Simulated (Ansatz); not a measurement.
HfIn4SiO6:

```
Hf In Si O
1.0
     5.69867    0.00381    0.01559
    -0.70506    6.10815   -0.00575
    -2.73718   -1.39557    6.63076
Hf In Si O
1 4 1 6
Direct
  0.11793 0.01556 0.13292
  0.38842 0.99901 0.72891
  0.75865 0.00842 0.49586
  0.23461 0.48841 0.53300
  0.59649 0.48211 0.20528
  0.86778 0.44029 0.85544
  0.55316 0.38738 0.79290
  0.93454 0.38483 0.65596
  0.98414 0.26218 0.00347
  0.99083 0.69806 0.98452
  0.08665 0.06493 0.39374
  0.48680 0.10883 0.21799
```

The cell was built by a generator and needn't be a form met in nature.

Base run:

| Property | Result |
| --- | --- |
| Program | Ansatz 0.2.0 |
| Functional | PBE |
| Potentials or basis | Ansatz PAW |
| Cutoff | 420 eV |
| Density cutoff | 1680 eV |
| k mesh | 5 × 5 × 4 |
| Occupations | fermi-dirac, width 0.05 eV |
| Spin | no spin polarisation |
| Hubbard terms | Hf d U = 4 eV |

Its results: band gap on the k mesh 0.86 eV, indirect (least direct gap 1.19 eV); pressure 0.7 GPa; largest force 0.501 eV/Å.

Question: The run is repeated on the same cell with these changes: hubbard terms from Hf d U = 4 eV to Hf d U = 6 eV. What comes out?

Answer: Band gap on the k mesh 0.84 eV, indirect (least direct gap 1.20 eV); pressure 1.1 GPa; largest force 0.793 eV/Å.

Caveats: odd divisions of the mesh miss points on the zone boundary, where band edges often lie, so the gap on the mesh can be too wide; spin-orbit coupling is left out, which moves the levels of the heavy elements.

A k mesh can miss the band edges.

Not every run made on this cell is shown here.
